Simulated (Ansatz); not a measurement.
# Pb in Ansatz: further runs

Runs on Pb. Level: PBE. Tasks: single point.

Program: Ansatz 0.2.0. These are calculated values, not measurements. Logs are shortened: lines on timing, memory, paths and dates and some standing lists are left out, and cuts for length are marked.

### 1 The cell of the first run

The cell holds a slab with vacuum, 4 atoms: a = 3.493 Å, b = 3.493 Å, c = 23.556 Å, α = 90.00°, β = 90.00°, γ = 120.00°.

The slab is cut from a database's or a generator's crystal, which needn't be the stable form of the element.

### 2 Single point, PBE (the (1 1 1) slab of Pb, cut from the database cell, not relaxed)

The input, input.yaml:

```yaml
crystal:
  lattice:
    - [3.4928246563, 0.0, 0.0]
    - [-1.7464123282, 3.0248748834, 0.0]
    - [0.0, 0.0, 23.5556381691]
  atoms:
    - { symbol: Pb, position: [0.6666666667, 0.3333333333, 0.3183951097] }
    - { symbol: Pb, position: [0.3333333333, 0.6666666667, 0.4394650366] }
    - { symbol: Pb, position: [0.0, 0.0, 0.5605349634] }
    - { symbol: Pb, position: [0.6666666667, 0.3333333333, 0.6816048903] }
hamiltonian:
  xc: pbe
  pseudopotentials: { kind: nc, accuracy: standard }
kpoints:
  mp_grid: { grid: [9, 9, 1] }
scf:
  occupations: { method: fermi_dirac, width: 0.05 }
output:
  forces: true
  eigenvalues: true
efield:
  axis: 3
  dipole_correction: true
  ramp_width: 0.04
```

Potentials or basis: PseudoDojo standard (PBE files).

Run with:

```
ansatz run input.yaml --threads 4 --pin off --max-ram 11264MiB --backend cpu --events-out ev --progress --plain --runs-dir out
```

The log of the run:

```text
Warning: RAYON_NUM_THREADS=4 ignored (pool sized by the plan → 4); use --threads N
Engine: ansatz 0.2.0, aarch64-unknown-linux-gnu
Pseudopotentials: kind: nc
Pseudopotential: Pb, nc, valence charge 14, recommended cutoff 850 eV (normal), Pb.nc.azcp (PseudoDojo's, or run here from an input of PseudoDojo's; its table is named by hamiltonian.pseudopotentials.accuracy)
Functional definition: PBE
  parameter kappa = 0.804
  parameter beta = 0.06672455060314922
  exchange = pbe_x(kappa = kappa, mu = beta*pi^2/3)
  correlation = pbe_c(beta = beta)
Crystal: 4 atoms, lattice volume = 248.874 Å³
Basis set: ecut = 850 eV, 13965 PW (Γ), exchange–correlation on 72×72×450 points (8 copies of the dense FFT grid, shifted against one another)
Bands: 34, of which v1, the nominal top of the filled ones, is band 28 counted from 1 (27 counted from 0)
Symmetry: 6 space group operations
k-points: 12 of 81 (time reversal used)
Non-local potential: Pb, projectors of the file, l = 0: 3, l = 1: 2, l = 2: 2, l = 3: 1
Initial density: superposition of atomic densities (neutral atoms: chi_scale 0, normalization atom)
Initial wavefunctions: pseudopotential atomic-orbital guess
Functional: x = pbe(κ = 0.804, μ = 0.2195149727645171), c = pbe(β = 0.06672455060314922)
iter 1 solved again at ethr=1.38e-3 eV; its pass at ethr=3.10e-3 eV (dr2=7.75e-1 eV) is discarded
SCF iter   1: F=—  HF=-7606.455072 eV  |F-HF|=—  |Δ(HF+E_count)|=         —  Δρ=6.68e-3  dr2=7.94e-1  ethr=1.38e-3  p=0.000 e·Å  D=4.99e-14 V/Å  ΔV_dip=-0.00 eV  dr2_dipole=1.80e-10  V_vac-E_F(+/−)=4.84/4.84 eV  ⟨swp⟩=1.0  Hψ=2478  notcnv=0
efield: sawtooth ramp at fractional position 0.9800 (placed from the atoms, in the widest stretch of the axis that holds none; the zero of the levels goes with the place), width 0.0400; the density the first Hamiltonian is built on has a dipole p = 0.000 e·Å; the dipole correction subtracts the counter field D = 4.99e-14 V/Å, which shifts the + side's vacuum level by -0.00 eV against the − side's; the planar-averaged density in the ramp window peaks in size at 3.2e-9 e/Å³
preconditioner: auto → LDOS  [insulator: Δε(μ)=0.191 eV  Ē_g=15.788 eV  σ=0.050 eV  W_gap=0.74  n_scr=32 (ndim 8)  ℏωp=17.6 eV  f_vac=0.459  D(μ)=1.48/eV (n_scr^D=6)  ε∞_Penn≈2.2  β→1.0]
SCF iter   2: F=—  HF=-7606.370934 eV  |F-HF|=—  |Δ(HF+E_count)|=   8.41e-2  Δρ=4.15e-3  dr2=4.44e-1  ethr=1.38e-3  p=0.000 e·Å  D=4.17e-6 V/Å  ΔV_dip=-0.00 eV  dr2_dipole=2.28e-9  V_vac-E_F(+/−)=3.40/3.40 eV  ⟨swp⟩=4.2  Hψ=935  notcnv=0  defer=3
SCF iter   3: F=—  HF=-7606.335328 eV  |F-HF|=—  |Δ(HF+E_count)|=   3.56e-2  Δρ=1.23e-3  dr2=8.63e-3  ethr=7.92e-4  p=-0.000 e·Å  D=-8.56e-7 V/Å  ΔV_dip=0.00 eV  dr2_dipole=1.10e-9  V_vac-E_F(+/−)=3.83/3.83 eV  ⟨swp⟩=1.9  Hψ=518  notcnv=0  defer=5
SCF iter   4: F=—  HF=-7606.334573 eV  |F-HF|=—  |Δ(HF+E_count)|=   7.54e-4  Δρ=6.80e-4  dr2=1.92e-3  ethr=1.54e-5  p=0.000 e·Å  D=1.04e-6 V/Å  ΔV_dip=-0.00 eV  dr2_dipole=1.18e-10  V_vac-E_F(+/−)=3.74/3.74 eV  ⟨swp⟩=2.0  Hψ=769  notcnv=0  defer=9
SCF iter   5: F=—  HF=-7606.334155 eV  |F-HF|=—  |Δ(HF+E_count)|=   4.19e-4  Δρ=8.09e-5  dr2=5.66e-5  ethr=3.43e-6  p=0.000 e·Å  D=4.75e-7 V/Å  ΔV_dip=-0.00 eV  dr2_dipole=5.25e-12  V_vac-E_F(+/−)=3.73/3.73 eV  ⟨swp⟩=2.0  Hψ=715  notcnv=0  defer=9
SCF iter   6: F=—  HF=-7606.333895 eV  |F-HF|=—  |Δ(HF+E_count)|=   2.59e-4  Δρ=2.70e-5  dr2=2.76e-6  ethr=1.01e-7  p=0.000 e·Å  D=2.45e-7 V/Å  ΔV_dip=-0.00 eV  dr2_dipole=7.09e-12  V_vac-E_F(+/−)=3.73/3.73 eV  ⟨swp⟩=2.2  Hψ=548  notcnv=0  defer=9
SCF iter   7: F=—  HF=-7606.333895 eV  |F-HF|=—  |Δ(HF+E_count)|=   3.21e-7  Δρ=9.46e-6  dr2=2.57e-7  ethr=4.94e-9  p=0.000 e·Å  D=4.74e-8 V/Å  ΔV_dip=-0.00 eV  dr2_dipole=2.10e-12  V_vac-E_F(+/−)=3.73/3.73 eV  ⟨swp⟩=2.0  Hψ=735  notcnv=0  defer=9
SCF iter   8: F=-7606.333895 eV  HF=-7606.333895 eV  |F-HF|=6.87e-9  |Δ(HF+E_count)|=   4.02e-8  Δρ=2.21e-6  dr2=1.54e-8  ethr=1.79e-10  p=0.000 e·Å  D=1.65e-8 V/Å  ΔV_dip=-0.00 eV  dr2_dipole=2.81e-12  V_vac-E_F(+/−)=3.73/3.73 eV  ⟨swp⟩=9.2  Hψ=2025  notcnv=0
SCF 1 converged in 8 iterations: F = -7606.333895 eV  dr2 = 1.54e-8
SCF converged after 8 iterations
Free energy (F): -7606.333895 eV
Harris-Foulkes:  -7606.333895 eV  (|F-HF|=6.87e-9)
Internal energy: -7606.316228 eV  (E = F + TS)
E sigma→0 (E₀):  -7606.325062 eV
Entropy (-TS):   -0.017667 eV (-4.417 meV/atom)
Fermi energy:    3.677604 eV
Dipole field:    D = -0.000002 V/Å  (p = -0.000003 e·Å, saw-weighted, corrected)
Work function:   Φ+ = 3.7344 eV   Φ− = 3.7343 eV
Levels:          The Fermi level and band energies are counted from a zero that moves with the ramp; work functions are not
--- Per-component energies (eV) ---
  E_band       = -555.164562
  E_kinetic    = 3755.025732
  E_local      = -33505.791874  (includes V_loc(G=0)·N_el)
  E_nonlocal   = -1113.187717
  E_hartree    = 15770.228959
  E_xc         = -2123.162602
  E_vxc        = -1231.668604  (∫ρ·V_xc dr)
  E_efield     = 0.000000  (sawtooth field / dipole correction)
  E_vefield    = 0.000000  (∫n·V_field dr)
  E_ewald      = 9610.571272
  E_smearing   = -0.017667  (= −TS)
  E_closure    = 0.000000  (closes the sum)
  Σ components = -7606.333895   (vs F -7606.333895, Δ=0.00e0)
--- Forces (eV/Å), atoms counted from 1 ---
  atom   1  Pb    -0.00000000    -0.00000000     0.07065785
  atom   2  Pb    -0.00000000     0.00000000    -0.30175174
  atom   3  Pb    -0.00000000    -0.00000000     0.30175190
  atom   4  Pb     0.00000000     0.00000000    -0.07065809
  max |Σ_I F_I| component: 8.43e-8 eV/Å
--- Band table (eV; the first three rows and the last of 12) ---
  k-point 0: bands = ["-13.4710", "-13.4696", "-13.4312", "-13.4197", "-13.4197", "-13.4178", "-13.4178", "-13.4175", "-13.3952", "-13.3952", "-13.3892", "-13.3892", "-13.2910", "-13.2910", "-13.2876", "-13.2876", "-13.2323", "-13.2323", "-13.1630", "-13.1630", "-7.8929", "-7.2129", "-6.1625", "-5.0073", "0.1930", "2.1235", "4.5656", "6.6364", "7.1315", "8.4252", "8.5853", "9.4699", "9.4699", "9.9681"]
  k-point 1: bands = ["-13.4633", "-13.4614", "-13.4309", "-13.4269", "-13.4207", "-13.4041", "-13.3963", "-13.3916", "-13.3896", "-13.3754", "-13.3735", "-13.3611", "-13.3104", "-13.3010", "-13.2920", "-13.2820", "-13.2406", "-13.2319", "-13.1816", "-13.1615", "-7.6809", "-7.0044", "-5.9654", "-4.8327", "0.4281", "2.3169", "4.6989", "6.7574", "7.2857", "7.4662", "7.9543", "8.4927", "8.6992", "8.7440"]
  k-point 2: bands = ["-13.4941", "-13.4803", "-13.4451", "-13.4186", "-13.3990", "-13.3892", "-13.3800", "-13.3681", "-13.3600", "-13.3329", "-13.3302", "-13.3126", "-13.3106", "-13.2813", "-13.2794", "-13.2540", "-13.2442", "-13.2281", "-13.2136", "-13.1580", "-7.0467", "-6.3844", "-5.3847", "-4.3259", "1.0986", "2.7841", "4.1990", "4.8816", "5.4021", "6.0315", "6.7360", "7.5150", "7.5638", "7.9426"]
  k-point 11: bands = ["-13.4580", "-13.4580", "-13.4520", "-13.4082", "-13.4082", "-13.3649", "-13.3206", "-13.3206", "-13.3131", "-13.3056", "-13.3056", "-13.2900", "-13.2900", "-13.2541", "-13.2541", "-13.2419", "-13.2297", "-13.1875", "-13.1600", "-13.1600", "-3.4814", "-3.4814", "-3.3399", "-3.3283", "1.3586", "1.3586", "1.4457", "2.2301", "2.2301", "2.7805", "3.3168", "3.3168", "5.7116", "6.4423"]
```

Run time: 6.5 s. Hardware: 4 threads of Arm Neoverse V2, shared host; peak memory 0.94 GiB.

What came out:

| Quantity | Value |
| --- | --- |
| Free energy | -7606.3339 eV |
| Largest force | 0.302 eV/Å |
| Band gap on the k mesh | none (metal or under the smearing width) |
| Work function of the upper face | 3.73 eV |
| Work function of the lower face | 3.73 eV |
| Dipole across the slab | 0.000 e·Å |

Forces on the atoms (eV/Å):
```
Pb   0.000  0.000  0.071
Pb   0.000  0.000 -0.302
Pb   0.000  0.000  0.302
Pb   0.000  0.000 -0.071
```

(Part 1 of 2 ends here.)
